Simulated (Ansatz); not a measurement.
**BH5NPS: a ladder of functionals and wavefunction methods**

An exercise on one series of results from a longer session: the logs are not shown, and one member is left open.

Method: functionals in def2-TZVPP, the program's frozen cores in correlated methods; program: Ansatz 0.2.0, Gaussian basis.

Levels to be run: LDA (SPW92), PBE-D4, revPBE-D4, BLYP-D4, r2SCAN-D4, B97M-V, PBE0-D4, B3LYP-D4, r2SCANh-D4, r2SCAN0-D4, HSE06-D4, BHLYP-D4, CAM-B3LYP-D4, LC-ωPBE, ωB97X-V, ωB97M-V, B2PLYP, PBE-QIDH; CCSD(T)/def2-SVP; CCSD(T)/def2-TZVPP; MP2/def2-QZVPP; extrapolation to the limit; RPA on PBE.

## The relaxed structure

All runs share one geometry, relaxed beforehand with PBE0-D4 in a triple-zeta def2 set.

SMILES `NBPS`, 9 atoms, charge 0, spin multiplicity 1.

Atoms are counted from 1 here; the program's logs count them from 0.

Bond lengths: N1–B2 1.383 Å, N1–H5 1.007 Å, N1–H6 1.007 Å, B2–P3 1.949 Å, B2–H7 1.196 Å, P3–S4 2.131 Å, P3–H8 1.420 Å, S4–H9 1.342 Å. Angles: B2–N1–H5 123.2°, B2–N1–H6 123.0°, H5–N1–H6 113.8°, N1–B2–P3 117.8°, N1–B2–H7 119.3°, P3–B2–H7 122.9°, B2–P3–S4 94.1°, B2–P3–H8 97.8°, S4–P3–H8 97.2°, P3–S4–H9 95.3°.

Set-up of the first run:

in.yaml

```yaml
crystal:
  periodic: [false, false, false]
  atoms:
    - {symbol: N, position_ang: [0.614140, 1.314730, -0.950293]}
    - {symbol: B, position_ang: [0.768722, 0.115122, -0.279789]}
    - {symbol: P, position_ang: [-0.763335, -1.086519, -0.204418]}
    - {symbol: S, position_ang: [-1.030977, -0.857910, 1.897051]}
    - {symbol: H, position_ang: [-0.234637, 1.576098, -1.425609]}
    - {symbol: H, position_ang: [1.331105, 2.020667, -0.982246]}
    - {symbol: H, position_ang: [1.811131, -0.126262, 0.255181]}
    - {symbol: H, position_ang: [-0.046260, -2.311074, -0.161485]}
    - {symbol: H, position_ang: [-2.361389, -0.691049, 1.834607]}
basis:
  gaussian: {orbitals: def2-TZVPP}
hamiltonian: {xc: lda}
output: {orbitals: {seedname: orbitals}}
```

Run with:

```sh
> ansatz run in.yaml --threads 2 --pin off --events-out ev --progress --plain --max-ram 4352MiB
```

Among the steps run: LDA; PBE-D4 (GGA); revPBE-D4 (GGA); BLYP-D4 (GGA); r2SCAN-D4 (meta-GGA); B97M-V (meta-GGA); PBE0-D4 (hybrid); B3LYP-D4 (hybrid); r2SCANh-D4 (hybrid); r2SCAN0-D4 (hybrid); HSE06-D4 (hybrid); BHLYP-D4 (hybrid); CAM-B3LYP-D4 (range-separated); LC-ωPBE (range-separated); ωB97X-V (range-separated); ωB97M-V (range-separated); B2PLYP (double hybrid); PBE-QIDH (double hybrid).

One table of the session follows, with a row left open; its other results are not shown here.

It belongs to the step «Frontier levels by functional». 

```
  functional  HOMO (eV)  gap (eV)
 LDA (SPW92)      -5.83      3.82
      PBE-D4      -5.72      3.95
   revPBE-D4      -5.68      4.00
     BLYP-D4      -5.57      3.96
   r2SCAN-D4      -5.97      4.43
      B97M-V      -6.06      4.55
     PBE0-D4          ?         ?
    B3LYP-D4      -6.66      5.61
  r2SCANh-D4      -6.39      5.18
  r2SCAN0-D4      -7.03      6.30
    HSE06-D4      -6.48      5.24
    BHLYP-D4      -7.91      8.05
CAM-B3LYP-D4      -8.17      8.41
     LC-ωPBE      -9.51     10.89
     ωB97X-V      -9.17     10.45
     ωB97M-V      -8.99     10.06
```

Estimate the missing values for PBE0-D4.

The run gave: HOMO (eV): -6.88; gap (eV): 6.02. In the column «HOMO (eV)» it lies between r2SCAN0-D4 (-7.03) and B3LYP-D4 (-6.66).
